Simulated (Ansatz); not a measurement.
**FeSi (FeSi): further runs on the relaxed cell**

The task here is to estimate one member of a computed series from the others.

The COD entry's cell or inner coordinates are ideal or old and differ from later refinements, so a difference from it is no clean test against experiment.

Program: Ansatz 0.2.0. Level of theory: DFT PBE, scalar-relativistic, plane waves, PAW. These are calculated values, not measurements.

### The starting structure

Symmetry: P2_13, No. 198, cubic system. Conventional cell: a = 4.448 Å, b = 4.448 Å, c = 4.448 Å, α = 90.00°, β = 90.00°, γ = 90.00°. Fe (site symmetry 3) has 7 Si at 2.27 to 2.50 Å as nearest neighbours. Si (site symmetry 3) has 7 Fe at 2.27 to 2.50 Å as nearest neighbours.

Coordinates:

```cif
data_structure
_symmetry_space_group_name_H-M 'P2_13'
_symmetry_Int_Tables_number 198
_cell_length_a 4.4480
_cell_length_b 4.4480
_cell_length_c 4.4480
_cell_angle_alpha 90.000
_cell_angle_beta 90.000
_cell_angle_gamma 90.000
_cell_volume 88.00
loop_
_atom_site_label
_atom_site_type_symbol
_atom_site_symmetry_multiplicity
_atom_site_Wyckoff_symbol
_atom_site_fract_x
_atom_site_fract_y
_atom_site_fract_z
_atom_site_occupancy
Fe1 Fe 4 a 0.13599 0.13599 0.13599 1
Si1 Si 4 a 0.84072 0.84072 0.84072 1
```

It is the result of an earlier relaxation at this level (volume 11.00 Å³/atom; gap on the mesh: 0.17 eV).

The first run:

Input file input.yaml:

```yaml
crystal:
  lattice:
    - [4.4480344168, 0.0, 0.0]
    - [0.0, 4.4480344168, 0.0]
    - [0.0, 0.0, 4.4480344168]
  atoms:
    - { symbol: Fe, position: [0.1359940211, 0.1359940211, 0.1359940211] }
    - { symbol: Fe, position: [0.3640059789, 0.8640059789, 0.6359940211] }
    - { symbol: Fe, position: [0.6359940211, 0.3640059789, 0.8640059789] }
    - { symbol: Fe, position: [0.8640059789, 0.6359940211, 0.3640059789] }
    - { symbol: Si, position: [0.8407200308, 0.8407200308, 0.8407200308] }
    - { symbol: Si, position: [0.6592799692, 0.1592799692, 0.3407200308] }
    - { symbol: Si, position: [0.3407200308, 0.6592799692, 0.1592799692] }
    - { symbol: Si, position: [0.1592799692, 0.3407200308, 0.6592799692] }
basis:
  ecutwfc: 420
kpoints:
  mp_grid: { grid: [8, 8, 8] }
  band_path:
    path:
      - [[0.0, 0.0, 0.0], [0.0, 0.5, 0.0], [0.5, 0.5, 0.0], [0.0, 0.0, 0.0], [0.5, 0.5, 0.5], [0.0, 0.5, 0.0]]
      - [[0.5, 0.5, 0.5], [0.5, 0.5, 0.0], [0.5, 0.0, 0.0]]
    npoints: 14
hamiltonian:
  xc: pbe
scf:
  occupations: { method: gaussian, width: 0.01 }
  n_extra_bands: 20
output:
  forces: true
  stress: true
  eigenvalues: true
  populations: true
  dos: { projected: true, de: 0.02, nscf_kmesh: { grid: [12, 12, 12] } }
  bader: true
  write_density: true
  write_potential: true
  elf: true
  volumetric_format: npy
```

Launch:

```console
> ansatz run input.yaml --threads 4 --pin off --max-ram 10240MiB --backend cpu --events-out ev --progress --plain --runs-dir out
```

Steps of the session up to this table: Static run: bands, density of states and charges; The cell under PBEsol; The cell under LDA; Relaxing with PBE+D3(BJ).

One of the session's tables, all rows but one given; the rest of the session is left out.

It belongs to the step «Relaxed cells side by side». 

```
functional  a (Å)  b (Å)  c (Å)  volume (Å³/atom)  gap on the mesh (eV)
       PBE  4.448  4.448  4.448             11.00                  0.17
    PBEsol      ?      ?      ?                 ?                     ?
       LDA  4.369  4.369  4.369             10.42                  0.14
PBE+D3(BJ)  4.402  4.402  4.402             10.66                  0.17
```

Estimate the missing values for PBEsol.

The run gave: a (Å): 4.404; b (Å): 4.404; c (Å): 4.404; volume (Å³/atom): 10.67; gap on the mesh (eV): 0.15. In the column «a (Å)» it lies between PBE+D3(BJ) (4.402) and PBE (4.448).
